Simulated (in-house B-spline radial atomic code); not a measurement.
# As⁷⁺: ionisation energy by several methods

Aim: the ionisation energy of As⁷⁺ by several methods, each as the difference of two self-consistent energies (As⁷⁺ and the next ion, [Ar] 3d7).

Method: scalar-relativistic (X2C), several functionals, spin-polarised; spherical all-electron atom at the radial basis limit. Code: in-house B-spline radial atomic code version 1.

### 1 What is computed

- element: arsenic (Z = 33)
- charge: +7
- electrons: 26
- configuration: [Ar] 3d8
- nucleus: Fermi, rms radius 4.097 fm

Outer shells as boxes (Hund's rule):

[Ar] 3d8
```
[Ar] core
3d [↑↓][↑↓][↑↓][↑ ][↑ ]
```

Where spins are not typed, each open shell is filled with up spins first.

### 2 M06-L, a meta-GGA

Input settings:

```ini
Z = 33
electrons = 26.0
configuration = [Ar] 3d8
hamiltonian = x2c
method = m06l
spin_polarised = True
nucleus = fermi
rms_radius = 4.0968
mass_number = 75
atomic_mass = 74.921594562
speed_of_light = 137.035999084
```

### 3 SCAN, a meta-GGA

Changes to the settings of step 2:

```diff
@@ -4,3 +4,3 @@
 hamiltonian = x2c
-method = m06l
+method = scan,scan
 spin_polarised = True
```

### 4 revTPSS, a meta-GGA

Changes to the settings of step 3:

```diff
@@ -4,3 +4,3 @@
 hamiltonian = x2c
-method = scan,scan
+method = revtpss,revtpss
 spin_polarised = True
```

### 5 exchange-only LDA

Changes to the settings of step 4:

```diff
@@ -4,3 +4,3 @@
 hamiltonian = x2c
-method = revtpss,revtpss
+method = lda,
 spin_polarised = True
```

### 6 r2SCAN, a meta-GGA

Changes to the settings of step 5:

```diff
@@ -4,3 +4,3 @@
 hamiltonian = x2c
-method = lda,
+method = r2scan
 spin_polarised = True
```

### 7 PW91, a GGA

Changes to the settings of step 6:

```diff
@@ -4,3 +4,3 @@
 hamiltonian = x2c
-method = r2scan
+method = pw91,pw91
 spin_polarised = True
```

### 8 RPBE, a GGA

Changes to the settings of step 7:

```diff
@@ -4,3 +4,3 @@
 hamiltonian = x2c
-method = pw91,pw91
+method = rpbe,pbe
 spin_polarised = True
```

### 9 PBEsol, a GGA

Changes to the settings of step 8:

```diff
@@ -4,3 +4,3 @@
 hamiltonian = x2c
-method = rpbe,pbe
+method = pbesol
 spin_polarised = True
```

### 10 LDA (VWN5)

Changes to the settings of step 9:

```diff
@@ -4,3 +4,3 @@
 hamiltonian = x2c
-method = pbesol
+method = lda,vwn
 spin_polarised = True
```

**Question.** The tabulated ionisation energy is 180 ± 2.1 eV (tabulated theoretical; NIST Atomic Spectra Database). What does each method give, and which comes nearest?

As calculated:

| method | rung | total energy (hartree) | ΔSCF (eV) | −ε highest (eV) | ΔSCF less tabulated (eV) |
| --- | --- | --- | --- | --- | --- |
| exchange-only LDA | LDA | -2238.4671 | 179.74 | 163.91 (3d down) | -0.26 |
| LDA (VWN5) | LDA | -2241.0356 | 182.20 | 166.29 (3d down) | +2.20 |
| PW91 | GGA | -2244.6917 | 182.00 | 166.09 (3d down) | +2.00 |
| RPBE | GGA | -2244.4904 | 181.70 | 165.81 (3d down) | +1.70 |
| PBEsol | GGA | -2242.6085 | 181.75 | 165.86 (3d down) | +1.75 |
| M06-L | meta-GGA | -2244.5138 | 181.67 | 166.00 (3d down) | +1.67 |
| SCAN | meta-GGA | -2244.6787 | 181.66 | 166.00 (3d down) | +1.66 |
| revTPSS | meta-GGA | -2243.9755 | 181.40 | 165.56 (3d down) | +1.40 |
| r2SCAN | meta-GGA | -2244.4874 | 181.74 | 166.07 (3d down) | +1.74 |

**Reading.** Tables give 180 ± 2.1 eV (tabulated theoretical; NIST Atomic Spectra Database) for the ionisation energy. exchange-only LDA misses by -0.26 eV, the least, and LDA (VWN5) by +2.20 eV (1.2 %), the most. Mean absolute error by rung (exchange-only levels left out): LDA 2.20 eV, GGA 1.82 eV, meta-GGA 1.62 eV. Relativistic terms that these runs lack can be as large as the gaps between close methods, so the nearest may be so by luck. Spin-orbit coupling is left out. Open shells are averaged (over orientations, and over spins where the run is restricted), while tables refer to the lowest levels. For the semilocal functionals minus the highest level recovers only 91 % of their own ΔSCF value, a mark of self-interaction.

Members of this set that are not shown: 12 used exact exchange with fractional occupations of an open shell, which is unsound here.
